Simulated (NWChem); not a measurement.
# the pair ScF3···SiCl2, step by step

Aim: the energy (singlet ScSiCl2F3, PBE0-D2/def2-SVP), then a single-point energy (singlet ScF3, PBE0-D2/def2-SVP), then a single-point energy (singlet SiCl2, PBE0-D2/def2-SVP), then the energy (singlet ScF3, PBE0-D2/def2-SVP), then the energy (singlet SiCl2, PBE0-D2/def2-SVP) of Cl2F3ScSi and its partners. 

The results are computed with NWChem 7.3.0.

### 1 The system as given

ScSiCl2F3: 7 atoms, total charge 0, spin state singlet. The two molecules were placed rigidly side by side, at 1 times their contact distance; the pair isn't optimised.

Bond lengths: F1–Sc2 1.838 Å, Sc2–F3 1.838 Å, Sc2–F4 1.838 Å, Cl5–Si6 2.077 Å, Si6–Cl7 2.077 Å. Angles: F1–Sc2–F3 120.0°, F1–Sc2–F4 120.0°, F3–Sc2–F4 120.0°, Cl5–Si6–Cl7 101.3°.

### 2 The energy at PBE0-D2/def2-SVP (run 1)

m1.nw

```
start m1
title "Cl2F3ScSi PBE0"
memory stack 880 mb heap 220 mb global 1100 mb
geometry units angstroms noautosym nocenter noautoz
  F      0.849300     0.342100     1.593280
  Sc     0.000100     0.000200    -0.000030
  F     -0.183000    -1.730400    -0.590020
  F     -0.666400     1.388100    -1.003220
  Cl     5.072480    -0.349220    -1.657090
  Si     3.942260     1.013670    -0.570700
  Cl     2.993650     2.060720    -2.093620
end
basis spherical bse
  * library def2-SVP
end
dft
  xc pbe0
  disp vdw 2
  grid fine
  convergence energy 1e-08
  iterations 100
  mulliken
  print low
end
task dft energy
```

The run is started by

```
$ nwchem m1.nw > m1.out
```

The program printed:

```text
[...]
 d= 0,ls=0.0,diis     1  -2268.4879738420 -2.90D+03  2.60D-02  2.53D+00     2.8
[...]
 d= 0,ls=0.0,diis    12  -2268.8349502690 -4.55D-13  2.43D-07  3.27D-09    25.8
         Total DFT energy =    -2268.834950268991
      One electron energy =    -4395.247400375631
           Coulomb energy =     1640.245145420997
    Exchange-Corr. energy =     -147.061543561264
 Nuclear repulsion energy =      633.231207808322
    Dispersion correction =       -0.002359561416
[...]
      Total Density - Mulliken Population Analysis
     ---------------------------------------------
    Atom       Charge   Shell Charges
 -----------   ------   -------------------------------------------------------
    1 F    9     9.44   1.99  1.12  0.83  3.32  2.18  0.00
    2 Sc  21    19.71   2.00  2.00  2.00  0.12 -0.01  6.00  6.03  0.28  0.67  0.51  0.11
    3 F    9     9.44   1.99  1.12  0.83  3.32  2.18  0.00
    4 F    9     9.44   1.99  1.12  0.83  3.32  2.17  0.00
    5 Cl  17    17.23   2.00  1.99  1.26  0.70  5.93  2.14  3.19  0.02
    6 Si  14    13.52   2.00  1.99  1.39  0.46  5.92  0.88  0.68  0.21
    7 Cl  17    17.23   2.00  1.99  1.26  0.70  5.93  2.14  3.19  0.02
[...]
```

Run time: 26 s. Hardware: 1 thread of Intel Xeon Platinum 8488C (Sapphire Rapids), shared host; peak memory 0.12 GiB.

### 3 ScF3: the energy at PBE0-D2/def2-SVP (run 2)

f3sc.nw

```
START f3sc
memory stack 880 mb heap 220 mb global 1100 mb
charge 0

GEOMETRY units angstroms noautosym nocenter noautoz
 F      0.849300     0.342100     1.593280
 Sc     0.000100     0.000200    -0.000030
 F     -0.183000    -1.730400    -0.590020
 F     -0.666400     1.388100    -1.003220
END

BASIS spherical bse
 * library def2-SVP
END

DFT
 xc pbe0
 disp vdw 2
 grid fine
 convergence energy 1e-08
 iterations 100
 mulliken
 noprint "final vectors analysis"
END

TASK dft
```

The run is started by

```
$ nwchem f3sc.nw > f3sc.out
```

The program printed:

```text
[...]
          Wavefunction type:  closed shell.
          No. of atoms     :     4
          No. of electrons :    48
[...]
          Charge           :     0
          Spin multiplicity:     1
[...]
          AO basis - number of functions:    73
[...]
              XC Information
              --------------
                         PBE0 Method XC Functional
                     Hartree-Fock (Exact) Exchange  0.250
          PerdewBurkeErnzerhof Exchange Functional  0.750
            Perdew 1991 LDA Correlation Functional  1.000 local
           PerdewBurkeErnz. Correlation Functional  1.000 non-local
[...]
 d= 0,ls=0.0,diis     1  -1059.3966767049 -1.26D+03  4.17D-02  2.13D+00     1.1
[...]
 d= 0,ls=0.0,diis    10  -1059.6830606179 -4.05D-11  4.20D-08  6.19D-12     7.4
         Total DFT energy =    -1059.683060617880
      One electron energy =    -1866.514401689910
           Coulomb energy =      673.222408185076
    Exchange-Corr. energy =      -70.073778080594
 Nuclear repulsion energy =      203.683242785239
    Dispersion correction =       -0.000531817690
[...]
      Total Density - Mulliken Population Analysis
     ---------------------------------------------
    Atom       Charge   Shell Charges
 -----------   ------   -------------------------------------------------------
    1 F    9     9.44   1.99  1.12  0.83  3.32  2.18  0.00
    2 Sc  21    19.68   2.00  2.00  2.00  0.11 -0.01  6.00  6.03  0.27  0.67  0.51  0.11
    3 F    9     9.44   1.99  1.12  0.83  3.32  2.18  0.00
    4 F    9     9.44   1.99  1.12  0.83  3.32  2.18  0.00
[...]
```

It took 8.1 s on 1 thread of Intel Xeon Platinum 8488C (Sapphire Rapids), shared host; peak memory 0.11 GiB.

### 4 SiCl2: a single-point energy at PBE0-D2/def2-SVP (run 3)

struct.nw

```
start struct
memory 2200 mb
charge 0

geometry units au noautosym nocenter noautoz
  Cl     9.58559797    -0.65993016    -3.13144626
  Si     7.44979171     1.91555868    -1.07846670
  Cl     5.65717861     3.89419642    -3.95636841
end

basis spherical bse
  * library def2-SVP
end

dft
  xc pbe0
  disp vdw 2
  grid fine
  convergence energy 1e-08
  maxiter 100
  mulliken
  noprint "final vectors analysis"
end

task dft energy
```

The run is started by

```
$ nwchem struct.nw > struct.out
```

The program printed:

```text
[...]
          Wavefunction type:  closed shell.
          No. of atoms     :     3
          No. of electrons :    48
[...]
          Charge           :     0
          Spin multiplicity:     1
[...]
          AO basis - number of functions:    54
[...]
              XC Information
              --------------
                         PBE0 Method XC Functional
                     Hartree-Fock (Exact) Exchange  0.250
          PerdewBurkeErnzerhof Exchange Functional  0.750
            Perdew 1991 LDA Correlation Functional  1.000 local
           PerdewBurkeErnz. Correlation Functional  1.000 non-local
[...]
 d= 0,ls=0.0,diis     1  -1209.0991734169 -1.38D+03  2.07D-02  3.62D-01     0.4
[...]
 d= 0,ls=0.0,diis     8  -1209.1504528538 -1.05D-09  4.65D-07  4.44D-10     2.3
         Total DFT energy =    -1209.150452853811
      One electron energy =    -2008.001801454405
           Coulomb energy =      706.985363946778
    Exchange-Corr. energy =      -76.995547477551
 Nuclear repulsion energy =      168.861974156210
    Dispersion correction =       -0.000442024844
[...]
      Total Density - Mulliken Population Analysis
     ---------------------------------------------
    Atom       Charge   Shell Charges
 -----------   ------   -------------------------------------------------------
    1 Cl  17    17.24   2.00  1.99  1.26  0.70  5.93  2.14  3.21  0.02
    2 Si  14    13.52   2.00  1.99  1.38  0.46  5.92  0.88  0.68  0.21
    3 Cl  17    17.24   2.00  1.99  1.26  0.70  5.93  2.14  3.21  0.02
[...]
```

Wall time 2.9 s (1 thread of Intel Xeon Platinum 8488C (Sapphire Rapids), shared host); peak memory 0.11 GiB.

### 5 ScF3 among ghost functions: a single-point energy at PBE0-D2/def2-SVP (with ghost functions) (run 4)

struct.nw

```
START struct
memory total 2200 mb
GEOMETRY units angstrom noautosym nocenter noautoz
   F      0.849300     0.342100     1.593280
   Sc     0.000100     0.000200    -0.000030
   F     -0.183000    -1.730400    -0.590020
   F     -0.666400     1.388100    -1.003220
   bqCl     5.072480    -0.349220    -1.657090
   bqSi     3.942260     1.013670    -0.570700
   bqCl     2.993650     2.060720    -2.093620
END
BASIS "ao basis" spherical bse
   F library def2-SVP
   Sc library def2-SVP
   bqCl library Cl def2-SVP
   bqSi library Si def2-SVP
END
DFT
   xc pbe0
   disp vdw 2
   grid fine
   convergence energy 1e-08
   maxiter 100
   mulliken
   print low
END
TASK dft energy
```

The run is started by

```
$ nwchem struct.nw > struct.out
```

The program printed:

```text
[...]
 d= 0,ls=0.0,diis     1  -1059.3975908188 -1.26D+03  2.40D-02  2.13D+00     2.4
[...]
 d= 0,ls=0.0,diis    10  -1059.6839966355 -7.12D-10  2.80D-07  5.29D-09    20.1
         Total DFT energy =    -1059.683996635521
      One electron energy =    -1866.497312594487
           Coulomb energy =      673.202707964852
    Exchange-Corr. energy =      -70.072102973435
 Nuclear repulsion energy =      203.683242785239
    Dispersion correction =       -0.000531817690
[...]
      Total Density - Mulliken Population Analysis
     ---------------------------------------------
    Atom       Charge   Shell Charges
 -----------   ------   -------------------------------------------------------
    1 F    9     9.44   1.99  1.12  0.83  3.32  2.18  0.00
    2 Sc  21    19.68   2.00  2.00  2.00  0.11 -0.01  6.00  6.03  0.27  0.67  0.50  0.11
    3 F    9     9.44   1.99  1.12  0.83  3.32  2.18  0.00
    4 F    9     9.44   1.99  1.12  0.83  3.32  2.18  0.00
    5 X    0     0.00   0.00 -0.00 -0.00  0.00 -0.00 -0.00  0.00 -0.00
    6 X    0     0.00   0.00  0.00 -0.00 -0.00 -0.00 -0.00  0.00  0.00
    7 X    0     0.00   0.00  0.00 -0.00  0.00 -0.00 -0.00  0.00 -0.00
[...]
```

Wall time 21 s (1 thread of Intel Xeon Platinum 8488C (Sapphire Rapids), shared host); peak memory 0.12 GiB.

### 6 SiCl2 among ghost functions: a single-point energy at PBE0-D2/def2-SVP (with ghost functions) (run 5)

m1.nw

```
start m1
title "Cl2Si PBE0"
memory stack 880 mb heap 220 mb global 1100 mb

geometry units bohr noautosym nocenter noautoz
Cl  9.58559797 -0.65993016 -3.13144626
Si  7.44979171  1.91555868 -1.07846670
Cl  5.65717861  3.89419642 -3.95636841
bqF      1.604944     0.646475     3.010863
bqSc     0.000189     0.000378    -0.000057
bqF     -0.345820    -3.269982    -1.114976
bqF     -1.259313     2.623129    -1.895811
end

basis spherical bse
Cl library def2-SVP
Si library def2-SVP
bqF library F def2-SVP
bqSc library Sc def2-SVP
end

dft
xc pbe0
disp vdw 2
grid fine
convergence energy 1e-08
iterations 100
mulliken
print low
end

task dft energy
```

The run is started by

```
$ nwchem m1.nw > m1.out
```

The program printed:

```text
[...]
 d= 0,ls=0.0,diis     1  -1209.1003135813 -1.38D+03  8.81D-03  3.62D-01     2.1
[...]
 d= 0,ls=0.0,diis     8  -1209.1516061740 -3.75D-09  4.88D-07  2.52D-09    15.4
         Total DFT energy =    -1209.151606173957
      One electron energy =    -2007.956018844468
           Coulomb energy =      706.934990870836
    Exchange-Corr. energy =      -76.992110331692
 Nuclear repulsion energy =      168.861974156210
    Dispersion correction =       -0.000442024844
[...]
      Total Density - Mulliken Population Analysis
     ---------------------------------------------
    Atom       Charge   Shell Charges
 -----------   ------   -------------------------------------------------------
    1 Cl  17    17.24   2.00  1.99  1.26  0.70  5.93  2.14  3.20  0.02
    2 Si  14    13.51   2.00  1.99  1.39  0.45  5.92  0.88  0.68  0.21
    3 Cl  17    17.24   2.00  1.99  1.26  0.70  5.93  2.14  3.20  0.02
    4 X    0     0.00   0.00 -0.00  0.00  0.00  0.00 -0.00
    5 X    0     0.01  -0.00 -0.00 -0.00 -0.00  0.01 -0.00 -0.00  0.00 -0.00  0.00  0.00
    6 X    0     0.00  -0.00 -0.00 -0.00 -0.00  0.00 -0.00
    7 X    0    -0.00  -0.00  0.00 -0.00 -0.00  0.00 -0.00
[...]
```

Run time: 16 s. Hardware: 1 thread of Intel Xeon Platinum 8488C (Sapphire Rapids), shared host; peak memory 0.12 GiB.

### 7 Outcome

| quantity | value |
| --- | --- |
| run 1, PBE0-D2/def2-SVP: total energy | -2268.83495 Eh |
| run 1, PBE0-D2/def2-SVP: dispersion energy | -6.20 kJ/mol |
| ScF3: total energy | -1059.68306 Eh |
| ScF3: dipole moment | 0.00 D |
| ScF3: dispersion energy | -1.40 kJ/mol |
| SiCl2: total energy | -1209.15045 Eh |
| SiCl2: dipole moment | 0.86 D |
| SiCl2: dispersion energy | -1.16 kJ/mol |
| ScF3 among ghost functions: total energy | -1059.68400 Eh |
| ScF3 among ghost functions: dispersion energy | -1.40 kJ/mol |
| SiCl2 among ghost functions: total energy | -1209.15161 Eh |
| SiCl2 among ghost functions: dispersion energy | -1.16 kJ/mol |
| interaction energy of the rigid parts ScF3 and SiCl2 (parts in their own basis; closest atoms 3.83 Å apart) | -0.039 eV |
| interaction energy of the rigid parts ScF3 and SiCl2 (parts in the whole basis, counterpoise; closest atoms 3.83 Å apart) | 0.018 eV |

The interaction energy of the rigid parts ScF3 and SiCl2 (parts in their own basis; closest atoms 3.83 Å apart) is −0.04 eV (−3.8 kJ/mol). Without counterpoise this holds the superposition error of the basis. The interaction energy of the rigid parts ScF3 and SiCl2 (parts in the whole basis, counterpoise; closest atoms 3.83 Å apart) is 0.02 eV (0.4 kcal/mol). The basis-set superposition error is 5.5 kJ/mol. It is larger than the uncorrected attraction, which is thus an artefact of the basis. Mulliken charges (run 1, PBE0-D2/def2-SVP) run from -0.44 on F1 to +1.29 on Sc2. Mulliken charges (ScF3) run from -0.44 on F1 to +1.32 on Sc2; they depend strongly on the basis. Mulliken charges (SiCl2) run from -0.24 on Cl1 to +0.48 on Si2; they depend strongly on the basis.
